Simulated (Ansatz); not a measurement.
**BFH₇NSi₂: a ladder of functionals and wavefunction methods**

An exercise on one series of results from a longer session: the logs are not shown, and one member is left open.

Computed with Ansatz 0.2.0, Gaussian basis. Level: functionals in def2-TZVPP, the program's frozen cores in correlated methods.

Levels to be run: PBE-D4, r2SCAN-D4, PBE0-D4, B3LYP-D4, ωB97X-V, ωB97M-V, B2PLYP; CCSD(T)/def2-TZVPP; MP2/def2-QZVPP; extrapolation to the limit.

## Structure used throughout

The geometry comes from an earlier relaxation with PBE0-D4 in a triple-zeta def2 set; it is a stationary point, not always the lowest conformer.

SMILES `B[SiH2][SiH](N)F`, 12 atoms, charge 0, spin multiplicity 1.

Atoms are counted from 1 here; the program's logs count them from 0.

Bond lengths: B1–Si2 1.986 Å, B1–H6 1.197 Å, B1–H7 1.194 Å, Si2–Si3 2.357 Å, Si2–H8 1.489 Å, Si2–H9 1.488 Å, Si3–N4 1.699 Å, Si3–F5 1.611 Å, Si3–H10 1.484 Å, N4–H11 1.007 Å, N4–H12 1.006 Å. Angles: Si2–B1–H6 120.2°, Si2–B1–H7 121.8°, H6–B1–H7 117.7°, B1–Si2–Si3 100.6°, B1–Si2–H8 114.6°, B1–Si2–H9 115.6°, Si3–Si2–H8 106.8°, Si3–Si2–H9 108.7°, H8–Si2–H9 109.6°, Si2–Si3–N4 108.5°, Si2–Si3–F5 106.4°, Si2–Si3–H10 115.7°, N4–Si3–F5 114.1°, N4–Si3–H10 107.2°, F5–Si3–H10 105.2°, Si3–N4–H11 122.3°, Si3–N4–H12 122.8°, H11–N4–H12 112.2°.

Set-up of the first run:

Input file in.yaml:

```yaml
crystal:
  periodic: [false, false, false]
  atoms:
    - {symbol: B, position_ang: [-0.971424, 1.150856, 1.448147]}
    - {symbol: Si, position_ang: [-0.976531, 0.949823, -0.527678]}
    - {symbol: Si, position_ang: [0.953580, -0.366879, -0.835737]}
    - {symbol: N, position_ang: [0.758151, -1.819673, 0.022233]}
    - {symbol: F, position_ang: [2.198448, 0.526860, -0.339610]}
    - {symbol: H, position_ang: [-1.369412, 0.261754, 2.144600]}
    - {symbol: H, position_ang: [-0.471333, 2.094406, 1.982915]}
    - {symbol: H, position_ang: [-2.122097, 0.167427, -1.069398]}
    - {symbol: H, position_ang: [-0.821804, 2.210628, -1.302545]}
    - {symbol: H, position_ang: [1.269273, -0.726011, -2.240431]}
    - {symbol: H, position_ang: [1.305007, -2.640785, -0.177550]}
    - {symbol: H, position_ang: [0.325239, -1.863605, 0.929056]}
basis:
  gaussian: {orbitals: def2-TZVPP}
hamiltonian: {xc: pbe, dispersion: d4}
output: {forces: true, orbitals: {seedname: orbitals}}
```

The run is started by

```sh
$ ansatz run in.yaml --threads 4 --pin off --events-out ev --progress --plain --max-ram 10444MiB
```

Among the steps run: PBE-D4 (GGA); r2SCAN-D4 (meta-GGA); PBE0-D4 (hybrid); B3LYP-D4 (hybrid); ωB97X-V (range-separated); ωB97M-V (range-separated); B2PLYP (double hybrid); CCSD(T) in def2-TZVPP; MP2 in def2-QZVPP.

One table of the session follows, with a row left open; its other results are not shown here.

It belongs to the step «Atomisation energies». 

| method | atomisation energy (kJ/mol) |
| --- | --- |
| PBE-D4 | 4027.1 |
| r2SCAN-D4 | 4009.6 |
| PBE0-D4 | 3978.5 |
| B3LYP-D4 | ? |
| ωB97X-V | 4036.3 |
| ωB97M-V | 4016.5 |
| B2PLYP | 3960.0 |
| HF/def2-TZVPP | 2976.7 |
| MP2/def2-TZVPP | 3922.5 |
| CCSD/def2-TZVPP | 3844.9 |
| CCSD(T)/def2-TZVPP | 3890.9 |
| MP2/CBS | 4037.9 |
| CCSD(T)/CBS | 4006.4 |

Q: Estimate the row for B3LYP-D4 from the others.

**Answer.** atomisation energy (kJ/mol): 4015.6. In the column «atomisation energy (kJ/mol)» it lies between r2SCAN-D4 (4009.6) and ωB97M-V (4016.5).
